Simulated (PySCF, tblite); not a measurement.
# C4H8ClFSi2: geometry, infrared bands and NMR shifts

Wanted: the infrared bands and NMR shifts of C4H8ClFSi2 (`FCC[SiH2]C#C[SiH2]Cl`), by calculation.

The runs use tblite 0.8.0 and PySCF 2.14.0, with density-fitted response routines of our own; the level of theory stands in each step. All values are computed, except where a source is named. Atoms count from 0, in the outputs and in this text.

## 1. The starting structure

16 atoms, charge 0, multiplicity 1; geometry from: force field or distance geometry start.

Bonds of the start (Å): F0–C1 1.34, C1–C2 1.53, C2–Si3 1.87, Si3–C4 1.87, C4–C5 1.20, C5–Si6 1.88, Si6–Cl7 2.04, C1–H8 1.09, C1–H9 1.09, C2–H10 1.10, C2–H11 1.09, Si3–H12 1.50, Si3–H13 1.47, Si6–H14 1.49, Si6–H15 1.50.

## 2. Relaxing the molecule with GFN2-xTB

Job settings and geometry (Å):

```
{"job": {"kind": "relax", "xc": "GFN2-xTB", "basis": "xTB"}, "charge": 0, "multiplicity": 1}
F     -2.854600    -0.203500    -1.234900
C     -1.776500    -1.002700    -1.158300
C     -1.602200    -1.478300     0.289200
Si    -1.125800    -0.127100     1.483700
C      0.540300     0.606500     1.060400
C      1.603400     1.074400     0.752300
Si     3.267900     1.797400     0.274000
Cl     4.012100     0.738900    -1.309200
H     -0.899500    -0.454900    -1.518000
H     -1.949600    -1.861400    -1.807000
H     -2.559500    -1.915500     0.622700
H     -0.857300    -2.268400     0.322000
H     -1.046500    -0.725600     2.861900
H     -2.151000     0.931400     1.537700
H      3.142900     3.219900    -0.148100
H      4.248200     1.677600     1.396400
```

Run with:

```bash
$ OMP_NUM_THREADS=1 python probes_run.py task.json out
```

One launch serves the whole session: the jobs run in the order shown.

**Question.** This job is followed by: GFN2-xTB harmonic vibrations, gas phase; GIAO PBE0/pcSseg-1 NMR shielding, non-relativistic, gas phase. What will the session give for the following? strongest single infrared mode (GFN2-xTB); zero-point energy (GFN2-xTB); ¹³C shifts against TMS (PBE0/pcSseg-1); ¹H shifts against TMS (PBE0/pcSseg-1, means over atoms taken as alike); ¹⁹F shifts against CFCl3 (PBE0/pcSseg-1); ²⁹Si shifts against TMS (PBE0/pcSseg-1); ³⁵Cl shifts against HCl (PBE0/pcSseg-1).

As calculated:

| quantity | value |
| --- | --- |
| strongest single infrared mode (GFN2-xTB) | 687 cm⁻¹, 435 km/mol |
| zero-point energy (GFN2-xTB) | 63.2 kcal/mol |
| ¹³C shifts against TMS (PBE0/pcSseg-1) | 118.8, 116.6, 83.1, 18.5 ppm |
| ¹H shifts against TMS (PBE0/pcSseg-1, means over atoms taken as alike) | 5.26, 5.17, 4.53, 1.17 ppm |
| ¹⁹F shifts against CFCl3 (PBE0/pcSseg-1) | -242.0 ppm |
| ²⁹Si shifts against TMS (PBE0/pcSseg-1) | -47.5, -69.4 ppm |
| ³⁵Cl shifts against HCl (PBE0/pcSseg-1) | -41 ppm |

Relaxing lowered the energy by 0.138 eV in 94 steps; the close pair that moved most is C2–Si3, from 1.865 to 1.912 Å. All 42 modes are real, so the xTB geometry is a minimum. The strongest single mode, at 687 cm⁻¹, is spread over many atoms; the largest shares are those of H15, H14. GFN2-xTB is a fitted tight-binding method: band positions and strengths are rough. Its intensities can rank the bands wrongly. At PBE0/pcSseg-1: Shielding is most anisotropic at C5 (span 298 ppm, paramagnetic term -196 ppm).
